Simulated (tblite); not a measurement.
# C4H9F3N2Si: the cost of one run

The runs use tblite 0.8.0 and PySCF 2.14.0, with density-fitted response routines of our own; the level of theory stands in each step. All values are computed, except where a source is named. Atoms count from 0, in the outputs and in this text.

**1. The starting structure**

19 atoms, charge 0, multiplicity 1; geometry from: force field or distance geometry start.

Bonds of the start (Å): C0–C1 1.51, C1–N2 1.42, N2–Si3 1.80, Si3–N4 1.80, N4–C5 1.42, C5–C6 1.53, C6–F7 1.40, C6–F8 1.40, C6–F9 1.36, C5–C1 1.45, C0–H10 1.10, C0–H11 1.14, C0–H12 1.12, C1–H13 1.13, N2–H14 1.06, Si3–H15 1.44, Si3–H16 1.47, N4–H17 1.03, C5–H18 1.12.

**2. Optimising the geometry with GFN2-xTB**

What the job is given:

```
{"job": {"kind": "relax", "xc": "GFN2-xTB", "basis": "xTB"}, "charge": 0, "multiplicity": 1}
C     -1.531900    -1.511600     0.118600
C     -0.676000    -0.276700     0.301400
N     -1.503500     0.858400     0.081500
Si    -0.253500     2.141300    -0.045800
N      0.922000     1.075600    -0.900500
C      0.552300    -0.231200    -0.472400
C      1.780900    -0.760900     0.265100
F      1.980500     0.003100     1.415700
F      2.864500    -0.502400    -0.583500
F      1.734300    -2.097200     0.535100
H     -1.228200    -2.104100    -0.755600
H     -2.605300    -1.167300    -0.035800
H     -1.582500    -2.115500     1.061600
H     -0.414100    -0.255400     1.399000
H     -2.002800     0.737400    -0.843100
H     -0.675000     3.281500    -0.814900
H      0.284400     2.485100     1.273600
H      1.877900     1.345100    -0.639000
H      0.466200    -0.896000    -1.368500
```

On the command line:

```
$ OMP_NUM_THREADS=1 python probes_run.py task.json out
```

One launch serves the whole session: the jobs run in the order shown.

**Question.** How long does this first job take on 1 thread of Intel Xeon at 2.60GHz, shared host, and how much memory does it need?

About 1.1 s, with a peak of 0.18 GiB.
